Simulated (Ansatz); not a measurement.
CH₄BrFSi, SMILES F[SiH2]CBr, an atomisation energy

With Ansatz 0.2.0, Python API.

The cells in order, each with its output:

**Cell 1**
```python
from collections import Counter

import ansatz as az
```

**Cell 2**
```python
BASIS = "def2-SVPD"
FUNCTIONAL = "PBE0"


def energy(molecule, charge=0, unpaired=0):
    calc = (
        molecule.calculation()
        .basis(gaussian=BASIS)
        .functional(FUNCTIONAL)
    )
    if charge:
        calc = calc.charge(charge)
    if unpaired:
        calc = calc.spin("collinear", total=unpaired)
    report = calc.run(threads=1).report
    if report["published_state_doubts"]:
        print("  doubts:", report["published_state_doubts"])
    return report["free_energy_ev"]
```

**Cell 3**
```python
GEOMETRY = """
F    -1.74980    0.68010   -0.68290
Si   -0.29750    0.84470   -0.15240
C     0.28680   -0.80140    0.33770
Br    0.58220   -1.96630   -1.19840
H     0.55670    1.46090   -1.22070
H    -0.30400    1.78280    1.01510
H    -0.33170   -1.31450    1.04200
H     1.34950   -0.74350    0.80390
"""
```

**Cell 4**
```python
geometry = az.Crystal.molecule()
for line in GEOMETRY.strip().splitlines():
    symbol, *xyz = line.split()
    geometry = geometry.atom(symbol, [float(v) for v in xyz])

# Hund ground states
unpaired = {"F": 1, "Si": 2, "C": 2, "Br": 1, "H": 1}
counts = Counter(site.symbol for site in geometry.cartesian_sites)
atom_energy = {s: energy(az.Crystal.molecule().atom(s, (0, 0, 0)), 0, unpaired[s]) for s in counts}
whole = energy(geometry, 0, 0)
for s, e in atom_energy.items():
    print(f"{s:2s} x{counts[s]}  {e:14.5f} eV")
print(f"CH4BrFSi: {whole:.5f} eV")
split = sum(counts[s] * e for s, e in atom_energy.items()) - whole
print(f"atomisation energy (no zero-point term): {23.060548 * split:.1f} kcal/mol, {split / sum(counts.values()):.3f} eV an atom")
```
Output:
```text
F  x1     -2709.15403 eV
Si x1     -7868.24738 eV
C  x1     -1027.54175 eV
Br x1    -70028.57656 eV
H  x4       -13.61361 eV
CH4BrFSi: -81715.46299 eV
atomisation energy (no zero-point term): 633.9 kcal/mol, 3.436 eV an atom
```

633.9 kcal/mol from the electronic energies, without the zero-point term.

Notes:
- Total energies depend on the basis set; only differences at equal settings carry meaning.
- The geometry is a force-field or estimated start, not a minimum of this method, and the basis set is short of its limit. All parts are taken at fixed geometry, without zero-point energy.
- The spin-orbit lowering of heavy atoms is left out.
- Run time: 3.5 s on 1 thread of Intel(R) Xeon(R) 6975P-C (Granite Rapids), on a shared host, peak memory 0.36 GiB.
